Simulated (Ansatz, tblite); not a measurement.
# The cluster Zr2H2O5: spin states and exact exchange

Aim: set other spin states of the cluster Zr2H2O5 against its singlet, on many levels of theory.

Method: as each input shows; program: Ansatz 0.2.0, Gaussian basis.

Levels to be run: triplet, at the geometry of the singlet (GFN1-xTB, GFN2-xTB, PBE0-D4/def2-TZVP, PBE-D4/def2-TZVP, r2SCAN-D4/def2-TZVP); the singlet's energies come from earlier runs.

3 further runs of the same task are left out: 3 set aside as unsound or not needed.

**1. The relaxed structure**

The geometry is that of the singlet, from an earlier relaxation (B3LYP-D4/def2-SVP). At that level it is the lowest of the isomers that a small search found.

9 atoms, charge 0, spin multiplicity 1.

Bond lengths: Zr1–O3 2.169 Å, Zr1–O4 2.169 Å, Zr1–O5 1.986 Å, Zr1–O6 1.771 Å, Zr2–O3 1.864 Å, Zr2–O4 1.864 Å, Zr2–O7 1.944 Å, O5–H9 0.962 Å, O7–H8 0.962 Å. Angles: O3–Zr1–O4 74.0°, O3–Zr1–O5 117.1°, O3–Zr1–O6 113.0°, O4–Zr1–O5 117.2°, O4–Zr1–O6 113.0°, O5–Zr1–O6 115.9°, O3–Zr2–O4 88.9°, O3–Zr2–O7 115.2°, O4–Zr2–O7 115.2°, Zr1–O3–Zr2 98.6°, Zr1–O4–Zr2 98.6°, Zr1–O5–H9 139.2°, Zr2–O7–H8 153.0°.

Geometry (Å):

```
atom    x (Å)    y (Å)    z (Å)
 Zr1   0.1991  -1.2195  -0.0804
 Zr2   0.1932   1.8390  -0.2360
  O3  -0.5460   0.4543  -1.2406
  O4   0.9889   0.5646   0.8667
  O5   1.5018  -2.4276  -0.9679
  O6  -1.0608  -2.0123   0.8787
  O7  -1.0937   3.0034   0.6407
  H8  -1.8633   3.1673   1.1935
  H9   1.6808  -3.3692  -1.0547
```

Zr takes a core potential in the def2 sets. No spin-orbit coupling is included.

**2. Triplet at the fixed geometry, GFN1-xTB**

Tight binding, by tblite at 300 K electronic temperature and without a spin-polarisation term:

```python
tblite.interface.Calculator('GFN1-xTB', numbers, positions, charge=0, uhf=2).singlepoint()
```

Energy -747.6615 eV; 0.009 s.

**3. Triplet at the fixed geometry, GFN2-xTB**

Tight binding, by tblite at 300 K electronic temperature and without a spin-polarisation term:

```python
tblite.interface.Calculator('GFN2-xTB', numbers, positions, charge=0, uhf=2).singlepoint()
```

Energy -666.7664 eV; 0.009 s.

**4. Triplet at the fixed geometry, PBE0-D4/def2-TZVP**

Input file in.yaml:

```yaml
crystal:
  periodic: [false, false, false]
  atoms:
    - {symbol: Zr, position_ang: [0.199123, -1.219531, -0.080428]}
    - {symbol: Zr, position_ang: [0.193235, 1.839012, -0.236011]}
    - {symbol: O, position_ang: [-0.545986, 0.454287, -1.240556]}
    - {symbol: O, position_ang: [0.988881, 0.564565, 0.866656]}
    - {symbol: O, position_ang: [1.501788, -2.427550, -0.967950]}
    - {symbol: O, position_ang: [-1.060827, -2.012344, 0.878731]}
    - {symbol: O, position_ang: [-1.093654, 3.003439, 0.640730]}
    - {symbol: H, position_ang: [-1.863343, 3.167338, 1.193506]}
    - {symbol: H, position_ang: [1.680783, -3.369215, -1.054678]}
basis:
  gaussian: {orbitals: def2-TZVP}
magnetization: {spin_polarized: true, initial_magnetization: 2}
hamiltonian: {xc: pbe0, dispersion: d4}
scf: {omitted_lower_state_checks: [starts]}
output: {orbitals: {seedname: orbitals}}
```

On the command line:

```bash
ansatz run in.yaml --threads 4 --pin off --events-out ev --progress --plain --max-ram 4787MiB
```

Output:

```text
Functional definition: PBE0
  name "PBE0"
  cite "Adamo & Barone, J. Chem. Phys. 110, 6158 (1999) doi:10.1063/1.478522"
  cite "Perdew, Burke & Ernzerhof, Phys. Rev. Lett. 77, 3865 (1996) doi:10.1103/PhysRevLett.77.3865"
  parent pbe
  parameter a = 0.25
  parameter kappa = 0.804
  parameter beta = 0.06672455060314922
  exchange = (1 - a)*pbe_x(kappa = kappa, mu = beta*pi^2/3) + a*exact_x
  correlation = pbe_c(beta = beta)
these checks for a lower state are left out or cut short: starts
1641 factors; their error is unknown
mean field evaluation 1: about -12801.4382 eV, gradient 8.8e1 eV
mean field evaluation 2: about -12573.2408 eV, gradient 2.4e2 eV
mean field evaluation 4: about -12817.1302 eV, gradient 5.1e1 eV
mean field evaluation 8: about -12827.9202 eV, gradient 1.0e0 eV
mean field evaluation 16: about -12827.9516 eV, gradient 2.2e-1 eV
mean field evaluation 32: about -12828.0573 eV, gradient 2.2e-5 eV
mean field -12828.05727987 eV, -471.4224098659 hartree, gradient 7.7e-6 eV, S^2 2.024929; 0 other end points of the search recorded, 0 dependent functions left out
reference -12828.05734293 eV, -471.4224121831 hartree; 34, 32 occupied and 213, 215 virtual orbitals, 1641 factors
Total energy: -12828.29300213 eV, -471.4310724990 hartree
Checks for a lower state left out: starts
```

Wall time 32 s (4 threads of Arm Neoverse V2, shared host); peak memory 1.4 GiB.

Report: HOMO -4.14 eV, LUMO -6.93 eV (over both spins; with the spin held, an empty level of the minority spin lies below the top filled one); ⟨S²⟩ 2.025 (pure: 2.00).

**5. Triplet at the fixed geometry, PBE-D4/def2-TZVP**

start.molden holds the orbitals of an earlier run on this state, given as this run's starting guess.

in.yaml, as its differences from that of step 4:

```diff
@@ -13,5 +13,5 @@
 basis:
-  gaussian: {orbitals: def2-TZVP}
+  gaussian: {orbitals: def2-TZVP, initial_orbitals: start.molden}
 magnetization: {spin_polarized: true, initial_magnetization: 2}
-hamiltonian: {xc: pbe0, dispersion: d4}
+hamiltonian: {xc: pbe, dispersion: d4}
 scf: {omitted_lower_state_checks: [starts]}
```

Same command.

Output:

```text
Functional definition: PBE
  name "PBE"
  cite "Perdew, Burke & Ernzerhof, Phys. Rev. Lett. 77, 3865 (1996) doi:10.1103/PhysRevLett.77.3865"
  parent pbe
  parameter kappa = 0.804
  parameter beta = 0.06672455060314922
  exchange = pbe_x(kappa = kappa, mu = beta*pi^2/3)
  correlation = pbe_c(beta = beta)
these checks for a lower state are left out or cut short: starts
1485 factors; their error is unknown
mean field evaluation 1: about -12830.3308 eV, gradient 8.6e0 eV
mean field evaluation 2: about -12830.7248 eV, gradient 1.4e0 eV
mean field evaluation 4: about -12830.7782 eV, gradient 3.8e-1 eV
mean field evaluation 8: about -12830.7729 eV, gradient 1.3e-2 eV
mean field evaluation 16: about -12830.7729 eV, gradient 6.5e-5 eV
mean field -12830.77288327 eV, -471.5222064499 hartree, gradient 2.5e-6 eV, S^2 2.006377; 0 other end points of the search recorded, 0 dependent functions left out
reference -12830.77296751 eV, -471.5222095458 hartree; 34, 32 occupied and 213, 215 virtual orbitals, 1485 factors
Total energy: -12831.04528874 eV, -471.5322171664 hartree
Checks for a lower state left out: starts
```

Run time: 16 s. Hardware: 4 threads of Arm Neoverse V2, shared host; peak memory 0.79 GiB.

HOMO -3.39 eV, LUMO -7.37 eV (over both spins; with the spin held, an empty level of the minority spin lies below the top filled one); ⟨S²⟩ 2.006 (pure: 2.00).

**6. Triplet at the fixed geometry, r2SCAN-D4/def2-TZVP**

in.yaml, as its differences from that of step 5:

```diff
@@ -15,3 +15,3 @@
 magnetization: {spin_polarized: true, initial_magnetization: 2}
-hamiltonian: {xc: pbe, dispersion: d4}
+hamiltonian: {xc: r2scan, dispersion: d4}
 scf: {omitted_lower_state_checks: [starts]}
```

Launched as before.

Output, cut to the lines that bear on the results:

```text
Functional definition: r2SCAN
  name "r2SCAN"
  cite "Furness, Kaplan, Ning, Perdew & Sun, J. Phys. Chem. Lett. 11, 8208 (2020) doi:10.1021/acs.jpclett.0c02405"
  cite "Furness, Kaplan, Ning, Perdew & Sun, J. Phys. Chem. Lett. 11, 9248 (2020) doi:10.1021/acs.jpclett.0c03077"
  parent r2scan
[...]
1485 factors; their error is unknown
[...]
mean field -12836.78193641 eV, -471.7430350796 hartree, gradient 2.4e-6 eV, S^2 2.014306; 0 other end points of the search recorded, 0 dependent functions left out
reference -12836.78198151 eV, -471.7430367370 hartree; 34, 32 occupied and 213, 215 virtual orbitals, 1485 factors
Total energy: -12836.84803415 eV, -471.7454641269 hartree
Checks for a lower state left out: starts
```

Wall time 40 s (4 threads of Arm Neoverse V2, shared host); peak memory 0.91 GiB.

HOMO -3.58 eV, LUMO -7.41 eV (over both spins; with the spin held, an empty level of the minority spin lies below the top filled one); ⟨S²⟩ 2.014 (pure: 2.00).

**7. Triplet less singlet, vertical**

The singlet's energies are those of its earlier runs, whose logs aren't repeated here.

```
              level  triplet less singlet, vertical (eV)     time
           GFN1-xTB                               +3.375  0.015 s
           GFN2-xTB                               +2.853  0.014 s
   PBE-D4/def2-TZVP                               +3.166     19 s
r2SCAN-D4/def2-TZVP                               +3.217     47 s
  PBE0-D4/def2-TZVP                               +3.465     37 s
```

Times add the two runs; a level without a time comes out of a correlated run. Tight binding without a spin term can't rank spin states.

**8. Summary of results**

```
                                                quantity                                   value
triplet less singlet, vertical, functionals in def2-TZVP  +3.166 (PBE-D4) to +3.465 eV (PBE0-D4)
```

What this shows: All functionals put the triplet above the singlet, over a spread of 0.299 eV. The checks for a lower triplet were left out, so another state of that spin may lie lower. The singlet here is a closed shell; an open-shell singlet can lie lower. These are electronic energies, without zero-point motion, entropy or surroundings.
